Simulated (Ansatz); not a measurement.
# NH₃Br (doublet): from Hartree-Fock to the top rungs at distance N1–H4 along a hydrogen transfer = 1.321 Å, cc-pVDZ

How much of the correlation energy of NH₃Br (doublet) does each wave-function method recover here?

Program: Ansatz 0.2.0, Gaussian basis. Level of theory: cc-pVDZ, core rule «outside noble gas», up to 15 orbitals frozen. These are calculated values, not measurements.

To be run: UHF; CCSD(T) on ROHF; CCSD(T) on UHF; BCCD(T) on ROHF; CISD; CCSDT(Q) on ROHF; CCSDT(Q) on UHF; CASSCF and MRCISD+Q, 3 electrons in 3 orbitals; CASSCF and NEVPT2, 3 electrons in 3 orbitals; CASSCF and NEVPT2, 15 electrons in 11 orbitals.

5 further runs of the same task are left out: 2 for a mislabelled method, 2 that didn't finish, 1 set aside as unsound or not needed.

**1. The system**

The geometry derives from fragments relaxed apart (PBE0/def2-TZVP) and kept rigid, so it is no stationary point. A hydrogen atom is moved between rigid fragments. No spin-orbit coupling is included. The filled d shell of Br may be among the frozen orbitals whatever the setting's name suggests; the logs give the count.

5 atoms, charge 0, spin multiplicity 2.

Atoms are counted from 1 here; the program's logs count them from 0.

Bond lengths: N1–H2 1.012 Å, N1–H3 1.012 Å, H4–Br5 1.530 Å. Angles: H2–N1–H3 107.1°.

**2. UHF**

in.yaml

```yaml
crystal:
  periodic: [false, false, false]
  atoms:
    - {symbol: N, position_ang: [-2.357659, -0.005881, -0.009153]}
    - {symbol: H, position_ang: [-2.654938, 0.961952, -0.009152]}
    - {symbol: H, position_ang: [-2.654938, -0.408181, 0.871107]}
    - {symbol: H, position_ang: [-1.036659, -0.005881, -0.009153]}
    - {symbol: Br, position_ang: [0.493341, -0.005880, -0.009153]}
basis:
  gaussian: {orbitals: cc-pVDZ}
magnetization: {spin_polarized: true, initial_magnetization: 1}
hamiltonian: {xc: hf}
output: {orbitals: {seedname: orbitals}}
```

Command:

```sh
ansatz run in.yaml --threads 1 --pin off --events-out ev --progress --plain --max-ram 2393MiB
```

The runs that follow: CCSD(T) on ROHF; CCSD(T) on UHF; BCCD(T) on ROHF; CISD; CCSDT(Q) on ROHF; CCSDT(Q) on UHF; CASSCF and MRCISD+Q, 3 electrons in 3 orbitals; CASSCF and NEVPT2, 3 electrons in 3 orbitals; CASSCF and NEVPT2, 15 electrons in 11 orbitals.

Q: Predict the results of all the runs planned. Wanted: UCCSDT(Q) below the RHF energy; RMP2 from UCCSDT(Q); UMP2 from UCCSDT(Q); RCCSD from UCCSDT(Q); RCCSD(T) from UCCSDT(Q); UCCSD(T) from UCCSDT(Q); RCCSDT(Q) from UCCSDT(Q); NEVPT2 pair from UCCSDT(Q); MRCISD+Q pair from UCCSDT(Q).

The runs gave:

| quantity | value |
| --- | --- |
| UCCSDT(Q) below the RHF energy | -9.0218 eV |
| RMP2 from UCCSDT(Q) | +107.8 kJ/mol |
| UMP2 from UCCSDT(Q) | +105.6 kJ/mol |
| RCCSD from UCCSDT(Q) | +22.3 kJ/mol |
| RCCSD(T) from UCCSDT(Q) | +4.0 kJ/mol |
| UCCSD(T) from UCCSDT(Q) | +3.7 kJ/mol |
| RCCSDT(Q) from UCCSDT(Q) | +0.1 kJ/mol |
| NEVPT2 pair from UCCSDT(Q) | +97.6 kJ/mol |
| MRCISD+Q pair from UCCSDT(Q) | +12.0 kJ/mol |
| NEVPT2 valence from UCCSDT(Q) | +135.7 kJ/mol |
| levels within 1 kcal/mol (43 meV) | RCCSD(T), UCCSD(T), BCCD(T), RCCSDT, UCCSDT, RCCSDT(Q) |
| T1 diagnostic | 0.041 |
| effectively unpaired electrons | 1.01 |

RCCSD(T) lands +4.0 kJ/mol from the yardstick (0.5 % of the correlation energy). The occupations are near whole numbers, but T1 = 0.041 shows that the orbitals relax strongly. Of the multireference levels listed MRCISD+Q pair comes nearest in total energy (+12.0 kJ/mol), which doesn't show that its space is the better one. These misses are within one basis, not against nature; the frozen cores of restricted and unrestricted runs differ, which can shift their rows.
